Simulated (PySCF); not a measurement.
# A diatomic session: BeH+

One table from this session's results is given with a row withheld; the runs are named, their logs left out.

Computed with PySCF 2.14.0. Level: Be def2-SVPD, H def2-SVPD, no relativity.

The first run:

Settings of the job:

| Property | Result |
| --- | --- |
| atoms | Be, H |
| charge | 1 |
| basis | Be def2-SVPD, H def2-SVPD |
| Hamiltonian | no relativity |
| basis functions | 20 |
| electrons treated | 4 |
| masses in u | 9.0122, 1.0078 |
| levels | PBE0, PBE, r²SCAN, B2PLYP, BP86, r²SCAN0, CAM-B3LYP, HF, MP2, SCS-MP2, CCSD, CCSD(T) |
| grid | 80 radial by 434 angular points |
| occupations | held fixed by the projection of orbital angular momentum |
| dissociation limit | Be+ + H, each in its ground configuration |
| starting distance in angstrom | 1.380 |
| values of 2S to try | 0, 2 |

The run is started by

```bash
$ OMP_NUM_THREADS=1 python dia.py task.json out
```

Steps of the session up to this table: Set-up; PBE0 along the bond; Excited determinants; PBE (GGA); r²SCAN (meta-GGA); B2PLYP (double hybrid); BP86; r²SCAN0; CAM-B3LYP (range-separated hybrid); RHF (mean field); MP2 and coupled cluster.

One table of the session follows, with a row left open; its other results are not shown here.

```
      level  Re (Å)  ωe (cm⁻¹)  De (eV)
        RHF   1.310       2323     2.07
    RHF-MP2   1.311       2280     2.71
RHF-SCS-MP2   1.311       2271     2.83
   RHF-CCSD   1.317       2205     2.94
RHF-CCSD(T)   1.317       2205     2.94
        PBE   1.333       2136     2.98
       BP86   1.330       2156     3.17
     r²SCAN       ?          ?        ?
       PBE0   1.323       2205     2.95
    r²SCAN0   1.314       2265     2.99
  CAM-B3LYP   1.316       2237     3.14
     B2PLYP   1.314       2243     3.02
```

Estimate the missing values for r²SCAN.

As computed: Re (Å): 1.319; ωe (cm⁻¹): 2230; De (eV): 2.99. In the column «Re (Å)» it lies between RHF-CCSD(T) (1.317) and PBE0 (1.323).
